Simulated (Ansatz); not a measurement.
# GaH2+ (triplet): RPA-PBE over a scan of the distance Ga1–H2, cc-pVTZ

How well do these functionals follow the top wave-function level for GaH2+ (triplet) over a scan of the distance Ga1–H2?

Program: Ansatz 0.2.0, Gaussian basis. Level of theory: cc-pVTZ, all electrons in the functionals, frozen cores in the correlation of double hybrids and RPA. These are calculated values, not measurements.

To be run: RPA-PBE, at 1.380 Å; 1.630 Å; 1.768 Å; 1.928 Å; 2.146 Å; 2.436 Å; 2.795 Å; 3.258 Å; 3.940 Å; 4.832 Å; 6.114 Å.

24 further runs of the same task are left out: 3 for a known fault of the program, 16 that didn't finish, 5 set aside as unsound or not needed.

## 1. The geometry

The geometry derives from a PBE0/def2-TZVP stationary point (not a proven minimum). One bond is set to the value named and the two fragments are kept rigid. No spin-orbit coupling is included. The filled d shell of Ga may be among the frozen orbitals whatever the setting's name suggests; the logs give the count.

3 atoms, charge 1, spin multiplicity 3.

Atoms are counted from 1 here; the program's logs count them from 0.

Bond lengths: Ga1–H2 1.768 Å, Ga1–H3 1.768 Å. Angles: H2–Ga1–H3 71.9°.

As a file:

```
Ga    0.0000    0.0000   -0.0402
H     0.0000    1.0383    1.3910
H     0.0000   -1.0383    1.3910
```

No dispersion term is added.

The geometry shown and the zero of energy belong to the point 1.768 Å. The yardstick, FCI, and other wave-function levels (R restricted, U unrestricted, valence and pair active spaces) come from earlier runs.

## 2. RPA-PBE, 1.380 Å

Contents of in.yaml:

```yaml
crystal:
  periodic: [false, false, false]
  atoms:
    - {symbol: Ga, position_ang: [0.000000, 0.003202, -0.035803]}
    - {symbol: H, position_ang: [0.000000, 0.813531, 1.081232]}
    - {symbol: H, position_ang: [0.000000, -1.035050, 1.395423]}
basis:
  gaussian: {orbitals: cc-pVTZ}
total_charge: 1
magnetization: {spin_polarized: true, initial_magnetization: 2}
hamiltonian: {xc: {name: PBE}}
correlation: {method: rpa, electrons: outside_noble_gas}
```

On the command line:

```
$ ansatz run in.yaml --threads 1 --pin off --events-out ev --progress --plain --max-ram 2393MiB
```

After this run come: RPA-PBE, 1.630 Å; RPA-PBE, 1.768 Å; RPA-PBE, 1.928 Å; RPA-PBE, 2.146 Å; RPA-PBE, 2.436 Å; RPA-PBE, 2.795 Å; RPA-PBE, 3.258 Å; RPA-PBE, 3.940 Å; RPA-PBE, 4.832 Å; RPA-PBE, 6.114 Å.

Q: Predict the results of all the runs planned. Wanted: span of the FCI curve; largest miss, RPA-PBE.

As calculated:

```
             quantity                value
span of the FCI curve             0.718 eV
largest miss, RPA-PBE  -0.073 eV (6.114 Å)
```

In words: RPA-PBE strays by up to 0.073 eV, at 6.114 Å. Functionals and the yardstick converge differently with the basis, so part of each miss in cc-pVTZ is the basis.
